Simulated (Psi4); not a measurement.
**ZrCl4 (zirconium tetrachloride) at SVWN5/def2-SVP (core potential)**

What is the energy change on altering one bond length of ZrCl4 (zirconium tetrachloride) at SVWN5/def2-SVP (core potential)? 

The results are computed with Psi4 1.11.

4 further runs of the same task are left out: 4 that didn't finish.

### 1 Starting point

ZrCl4: 5 atoms, total charge 0, spin state singlet. As SMILES, `Cl[Zr](Cl)(Cl)Cl`. Geometry: relaxed at PBE0-D4/def2-TZVP.

Bond lengths: Cl1–Zr2 2.316 Å, Zr2–Cl3 2.316 Å, Zr2–Cl4 2.316 Å, Zr2–Cl5 2.316 Å. Angles: Cl1–Zr2–Cl3 109.5°, Cl1–Zr2–Cl4 109.5°, Cl1–Zr2–Cl5 109.5°, Cl3–Zr2–Cl4 109.5°, Cl3–Zr2–Cl5 109.5°, Cl4–Zr2–Cl5 109.5°.

### 2 Energy and forces at SVWN5/def2-SVP (core potential)

The input, input.inp:

```
memory 2.2 GB

molecule geom {
  0 1
  Cl    -0.109970    -0.230800     2.301810
  Zr     0.000020     0.000000    -0.000020
  Cl     1.545400    -1.499220    -0.853260
  Cl    -2.081750    -0.430080    -0.919260
  Cl     0.646280     2.160110    -0.529270
  symmetry c1
  no_reorient
  no_com
}

set basis def2-SVP
set puream true
set e_convergence 1e-09
set d_convergence 1e-08
set scf_type pk
set dft_radial_points 99
set dft_spherical_points 590

result, w = gradient('scf', dft_functional={"name": "SVWN5", "x_functionals": {"LDA_X": {}}, "c_functionals": {"LDA_C_VWN": {}}}, return_wfn=True)
oeprop(w, 'WIBERG_LOWDIN_INDICES', 'MAYER_INDICES', 'DIPOLE')
```

Started as:

```bash
$ psi4 -i input.inp -o input.out -n 1
```

input.out:

```text
[...]
    !!!  WARNING: ECP capability is in beta. Please check occupations closely.  !!!
[...]
  Running in c1 symmetry.
[...]
  Nuclear repulsion =  429.068127939897408
[...]
  Multiplicity = 1
[...]
  Nalpha       = 40
  Nbeta        = 40
[...]
    Number of basis functions: 103
[...]
   @RKS iter   1: -1881.44066989988346   -4.77930e-01   5.03979e-03 DIIS/ADIIS
[...]
   @RKS iter  12: -1881.57457390074455   -3.41061e-12   2.39455e-09 DIIS
[...]
    Orbital Energies [Eh]
    ---------------------
    Doubly Occupied:
       1A   -100.295710     2A   -100.295653     3A   -100.295651
       4A   -100.295650     5A     -9.159396     6A     -9.159342
       7A     -9.159339     8A     -9.159338     9A     -7.020057
      10A     -7.020025    11A     -7.020024    12A     -7.020023
      13A     -7.017711    14A     -7.017710    15A     -7.017689
      16A     -7.017687    17A     -7.017686    18A     -7.017665
      19A     -7.017665    20A     -7.017664    21A     -2.061898
      22A     -1.242018    23A     -1.242017    24A     -1.242016
      25A     -0.759011    26A     -0.748893    27A     -0.748892
      28A     -0.748890    29A     -0.368511    30A     -0.360809
      31A     -0.360807    32A     -0.360806    33A     -0.346559
      34A     -0.346559    35A     -0.326221    36A     -0.326220
[...]
  @RKS Final Energy: -1881.57457390074455
   => Energetics <=
    Nuclear Repulsion Energy =            429.0681279398974084
    One-Electron Energy =               -3474.9327817396133469
    Two-Electron Energy =                1277.1458675857766139
    DFT Exchange-Correlation Energy =    -112.8557876868050300
    Empirical Dispersion Energy =           0.0000000000000000
    VV10 Nonlocal Energy =                  0.0000000000000000
    Total Energy =                      -1881.5745739007445536
[...]
  -Total Gradient:
     Atom            X                  Y                   Z
    ------   -----------------  -----------------  -----------------
       1       -0.000110461650    -0.000338378858     0.002726547505
       2       -0.000002384442    -0.000001653751     0.000000150443
       3        0.001827002692    -0.001804831498    -0.001009227020
       4       -0.002435696608    -0.000488559757    -0.001107490774
       5        0.000805067959     0.002561840879    -0.000574450312
[...]
 Multipole Moments:
 ------------------------------------------------------------------------------------
     Multipole            Electronic (a.u.)      Nuclear  (a.u.)        Total (a.u.)
 ------------------------------------------------------------------------------------
 L = 1.  Multiply by 2.5417464519 to convert [e a0] to [Debye]
 Dipole X            :          0.0008323           -0.0008315            0.0000008
 Dipole Y            :         -0.0003237            0.0003213           -0.0000024
 Dipole Z            :         -0.0002159            0.0001890           -0.0000269
 Magnitude           :                                                    0.0000271
[...]
```

Wall time 20 s (1 thread of Intel Xeon Platinum 8259CL at 2.50GHz (Skylake/Cascade Lake), shared host); peak memory 0.57 GiB.

### 3 The distorted shape, same level

The input, calc.in:

```
memory 2200 MB

molecule mol {
  Cl     0.202322    -0.166283     2.439708
  Zr     0.312312     0.064517     0.137878
  Cl     1.857692    -1.434703    -0.715362
  Cl    -2.081750    -0.430080    -0.919260
  Cl     0.958572     2.224627    -0.391372
  symmetry c1
}

set globals {
  basis def2-SVP
  reference rks
  puream true
  e_convergence 1e-09
  d_convergence 1e-08
  scf_type pk
  dft_radial_points 99
  dft_spherical_points 590
}

result, w = gradient("scf", dft_functional={"name": "SVWN5", "x_functionals": {"LDA_X": {}}, "c_functionals": {"LDA_C_VWN": {}}}, return_wfn=True)
print_variables()
```

Started as:

```bash
$ psi4 -i calc.in -o calc.out -n 1
```

calc.out, cut to the lines that bear on the results:

```text
[...]
    !!!  WARNING: ECP capability is in beta. Please check occupations closely.  !!!
[...]
  Running in c1 symmetry.
[...]
  Nuclear repulsion =  414.386544987626962
[...]
  Multiplicity = 1
[...]
  Nalpha       = 40
  Nbeta        = 40
[...]
    Number of basis functions: 103
[...]
   @RKS iter   1: -1881.40915615883409   -5.62050e-01   5.14852e-03 DIIS/ADIIS
[...]
   @RKS iter  13: -1881.55013628359166   -5.00222e-12   3.33378e-09 DIIS
[...]
  @RKS Final Energy: -1881.55013628359166
   => Energetics <=
    Nuclear Repulsion Energy =            414.3865449876269622
    One-Electron Energy =               -3445.4579504625808113
    Two-Electron Energy =                1262.2998303820843375
    DFT Exchange-Correlation Energy =    -112.7785611907222005
    Empirical Dispersion Energy =           0.0000000000000000
    VV10 Nonlocal Energy =                  0.0000000000000000
    Total Energy =                      -1881.5501362835916552
[...]
 Multipole Moments:
 ------------------------------------------------------------------------------------
     Multipole            Electronic (a.u.)      Nuclear  (a.u.)        Total (a.u.)
 ------------------------------------------------------------------------------------
 L = 1.  Multiply by 2.5417464519 to convert [e a0] to [Debye]
 Dipole X            :          3.4428745           -2.8487163            0.5941582
 Dipole Y            :          0.7109544           -0.5882045            0.1227499
 Dipole Z            :          1.5188446           -1.2565055            0.2623391
 Magnitude           :                                                    0.6609941
[...]
  -Total Gradient:
     Atom            X                  Y                   Z
    ------   -----------------  -----------------  -----------------
       1       -0.001331116507    -0.000912841982     0.006661708807
       2        0.048114549053     0.009940900950     0.021245715601
       3        0.003806282951    -0.004825689987    -0.003065453844
       4       -0.051605346145    -0.010661135792    -0.022786582649
       5        0.001008690219     0.006444041423    -0.002102092509
[...]
```

Wall time 19 s (1 thread of Intel Xeon Platinum 8259CL at 2.50GHz (Skylake/Cascade Lake), shared host); peak memory 0.57 GiB.

### 4 What came out

At SVWN5/def2-SVP (core potential):

```
                                                           quantity           value
                                          first shape: total energy  -1881.57457 Eh
                                         first shape: dipole moment          0.00 D
                                           first shape: HOMO energy        -8.37 eV
                                           first shape: LUMO energy        -3.43 eV
                                         first shape: HOMO–LUMO gap         4.94 eV
                              first shape: largest force on an atom      0.142 eV/Å
                                      distorted shape: total energy  -1881.55014 Eh
                                     distorted shape: dipole moment          1.68 D
                                       distorted shape: HOMO energy        -7.60 eV
                                       distorted shape: LUMO energy        -3.90 eV
                                     distorted shape: HOMO–LUMO gap         3.69 eV
                          distorted shape: largest force on an atom      2.952 eV/Å
energy change with the Zr2–Cl4 bond stretched from 2.316 to 2.663 Å        0.665 eV
```

In words: With the Zr2–Cl4 bond stretched from 2.316 to 2.663 Å the energy rises by 0.66 eV (15.3 kcal/mol). The first shape isn't relaxed at this level, so the change isn't measured from a minimum.
